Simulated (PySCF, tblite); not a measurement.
**C8H9 radical: geometry, infrared bands and EPR parameters**

Wanted: the infrared bands and EPR parameters of C8H9 radical (`C[C@]12[CH][C@H]3[C@@H]4[C@H]3[C@H]1[C@@H]42`), by calculation.

Programs: tblite 0.8.0 and PySCF 2.14.0, with density-fitted response routines of our own. Each step states its level of theory. These are calculated values for one molecule in the gas phase, unless marked as measured. Atoms count from 0, in the outputs and in this text.

### Step 1. The starting structure

17 atoms, charge 0, multiplicity 2; geometry from: force field or distance geometry start.

Bonds of the start (Å): C0–C1 1.46, C1–C2 1.50, C2–C3 1.49, C3–C4 1.51, C4–C5 1.51, C5–C6 1.47, C6–C7 1.50, C6–C1 1.48, C7–C1 1.50, C5–C3 1.49, C7–C4 1.46, C0–H8 1.12, C0–H9 1.11, C0–H10 1.13, C2–H11 1.10, C3–H12 1.09, C4–H13 1.08, C5–H14 1.07, C6–H15 1.08, C7–H16 1.08.

### Step 2. Relaxing the molecule with GFN2-xTB

What the job is given:

```
{"job": {"kind": "relax", "xc": "GFN2-xTB", "basis": "xTB"}, "charge": 0, "multiplicity": 2}
C     -2.039000     0.408700    -0.663100
C     -0.613600     0.248700    -0.375600
C      0.395300     1.355700    -0.407900
C      1.616500     0.726700     0.159300
C      1.090900    -0.279500     1.149900
C      1.564100    -0.712100    -0.214400
C      0.187200    -0.966200    -0.649200
C     -0.258200    -0.666600     0.753000
H     -2.485600     1.096100     0.104000
H     -2.285000     0.874700    -1.637300
H     -2.629400    -0.543000    -0.555400
H      0.003900     2.204800     0.179400
H      2.537600     1.277900     0.335000
H      1.604200    -0.554300     2.058800
H      2.418700    -1.349200    -0.351800
H     -0.157700    -1.828900    -1.196800
H     -0.956900    -1.281400     1.302100
```

On the command line:

```bash
OMP_NUM_THREADS=1 python probes_run.py task.json out
```

One launch serves the whole session: the jobs run in the order shown.

**Question.** This job is followed by: GFN2-xTB harmonic vibrations, gas phase; UKS B3LYP, pcH-1 on C H, non-relativistic, mean-field spin-orbit, GIAO. What will the session give for the following? strongest single infrared mode (GFN2-xTB); zero-point energy (GFN2-xTB); g(iso) (B3LYP); ⟨S²⟩; largest a(iso) (averaged by class); potential on the surface of density 0.002 e/bohr³, 1st and 99th percentile.

The runs gave:

| quantity | value |
| --- | --- |
| strongest single infrared mode (GFN2-xTB) | 3115 cm⁻¹, 95 km/mol |
| zero-point energy (GFN2-xTB) | 87.7 kcal/mol |
| g(iso) (B3LYP) | 2.00264 |
| ⟨S²⟩ | 0.755 (exact 0.75) |
| largest a(iso) (averaged by class) | 13C on C2, 75.5 MHz |
| potential on the surface of density 0.002 e/bohr³, 1st and 99th percentile | -0.68 V and 0.72 V |

**Reading.** The optimisation took 44 steps and gained 1.044 eV; among the close pairs (by a distance rule), C4–C7 changed most, from 1.459 to 1.533 Å. No mode is imaginary among the 45: a minimum at this level. The strongest single mode, at 3115 cm⁻¹, is spread over several atoms, H16, H15, H12, H13 among them. Unscaled tight-binding wavenumbers are off by several per cent, some by more. Its intensities can rank the bands wrongly. Most of the unpaired spin sits on C2 (0.93 e). The isotropic g lies 0.3 ppt above the free-electron value. The conformer search found further structures of the same energy, which may be mirror or relabelled copies of this one.
